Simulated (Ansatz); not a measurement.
What does this script print? It uses the Python package of Ansatz (0.2.0).

The script, `c2h3nse.py`:
```python
"""Dipole of C2H3NSe in the field of point charges."""

import ansatz as az
import numpy as np


def main() -> None:
    geometry = (
        az.Crystal.molecule()
        .atom("C", [0.2641, 0.8839, 0.1108])
        .atom("N", [0.3874, -0.4186, 0.6308])
        .atom("C", [-0.1843, -1.428, 0.0737])
        .atom("Se", [-0.9604, -2.967, -0.7463])
        .atom("H", [-0.4288, 0.923, -0.8247])
        .atom("H", [-0.2511, 1.5872, 0.8728])
        .atom("H", [1.2343, 1.3515, -0.1629])
    )

    calc = geometry.calculation().basis(gaussian="def2-SVPD").functional("pbe0").forces()
    # charges +q and -q at -R and +R make a nearly even field 2 k q / R^2 at the centre
    centre = np.mean([site.position_ang for site in geometry.cartesian_sites], axis=0)
    field = 2 * 14.399645 * 3.0 / 40.0 ** 2


    def dipole(axis, sign):
        arm = 40.0 * np.eye(3)[axis]
        pair = [{"charge": sign * 3.0, "position_ang": (centre - arm).tolist()}, {"charge": -sign * 3.0, "position_ang": (centre + arm).tolist()}]
        deck = calc.input().set(az.key.basis.gaussian.point_charges, pair)
        return np.array(az.Session.from_dict(deck).plan().execute().report["charge_distribution"]["dipole_moment_e_ang"])


    print(f"field {field:.4f} V/A")
    alpha = np.array([(dipole(axis, 1) - dipole(axis, -1)) / (2 * field) * 14.399645 for axis in range(3)])
    print("polarisability tensor (A^3)")
    print(np.array2string(alpha, precision=3, suppress_small=True))
    print(f"mean {np.trace(alpha) / 3:.3f} A^3 = {np.trace(alpha) / 3 / 0.14818471:.2f} bohr^3")


if __name__ == "__main__":
    main()
```

Output of `python c2h3nse.py`:
```text
field 0.0540 V/A
polarisability tensor (A^3)
[[ 8.354  2.79   1.079]
 [ 2.813 14.793  2.522]
 [ 1.081  2.499  8.233]]
mean 10.460 A^3 = 70.59 bohr^3
```

The geometry is a force-field or estimated start, not a minimum of this method, and the basis set is short of its limit. The field of two point charges is only nearly even. Wall time of the script: 25 s on 1 thread of INTEL(R) XEON(R) PLATINUM 8581C CPU @ 2.10GHz (Emerald Rapids), on a shared host, peak memory 0.35 GiB.
